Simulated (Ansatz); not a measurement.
BrHSSi, SMILES S[Si]Br, the interaction energy of a dimer with the counterpoise correction

Run with Ansatz 0.2.0 through its Python package.

`dimer_brhssi.py`
```python
'''Interaction energy of two BrHSSi molecules, with the counterpoise correction.'''

import ansatz as az

BASIS_SET = 'def2-SVP'
FUNCTIONAL = 'r2SCAN'

FIRST = [
    ('S', (-0.1885, 0.9899, -0.6086)),
    ('Si', (-0.1923, -0.8395, 0.4266)),
    ('Br', (1.8443, -1.1849, 1.1274)),
    ('H', (-1.4636, 1.0346, -0.9455)),
]
SECOND = [
    ('S', (-0.8997, -2.1201, -3.9089)),
    ('Si', (0.8963, -1.2092, -3.3065)),
    ('Br', (1.6755, -2.3709, -1.6327)),
    ('H', (-1.215, -1.3095, -4.9013)),
]

def energy(atoms, ghosts=()):
    molecule = az.Crystal.molecule()
    for symbol, xyz in atoms:
        molecule = molecule.atom(symbol, xyz)
    calc = (
        molecule.calculation()
        .basis(gaussian=BASIS_SET)  # the orbital basis, by name
        .functional(FUNCTIONAL)
    )
    deck = calc.input()
    if ghosts:
        deck = deck.set(az.key.basis.gaussian.ghost_atoms, [{'symbol': s, 'position_ang': list(xyz)} for s, xyz in ghosts])
    return az.Session.from_dict(deck).plan().execute().report['free_energy_ev']

# monomers in their own basis and in the basis of the dimer
both = energy(FIRST + SECOND)
alone = energy(FIRST) + energy(SECOND)
ghosted = energy(FIRST, SECOND) + energy(SECOND, FIRST)
print(f'dimer {both:.6f} eV')
print(f'interaction, uncorrected   {96.485332 * (both - alone):8.3f} kJ/mol')
print(f'interaction, counterpoise  {96.485332 * (both - ghosted):8.3f} kJ/mol')
print(f'basis-set superposition    {96.485332 * (alone - ghosted):8.3f} kJ/mol')
```

```console
$ python dimer_brhssi.py
dimer -177520.860046 eV
interaction, uncorrected     32.916 kJ/mol
interaction, counterpoise    40.240 kJ/mol
basis-set superposition       7.324 kJ/mol
```

Uncorrected it is 32.916 kJ/mol, with the counterpoise correction 40.240 kJ/mol; the difference, 7.324 kJ/mol, is the superposition error. In this basis both values are repulsive.

Notes:
- Total energies depend on the basis set; only differences at equal settings carry meaning.
- The dimer is a generated trial pose of unrelaxed monomers, not a minimum, so the figure is no binding energy, and the basis set is small.
- This level lacks the dispersion part of the attraction (electrostatics and induction are there), which can decide the sign where the interaction is weak.
- Hardware and time: 44 s on 1 thread of Arm Neoverse V1 (shared host), peak memory 0.31 GiB.
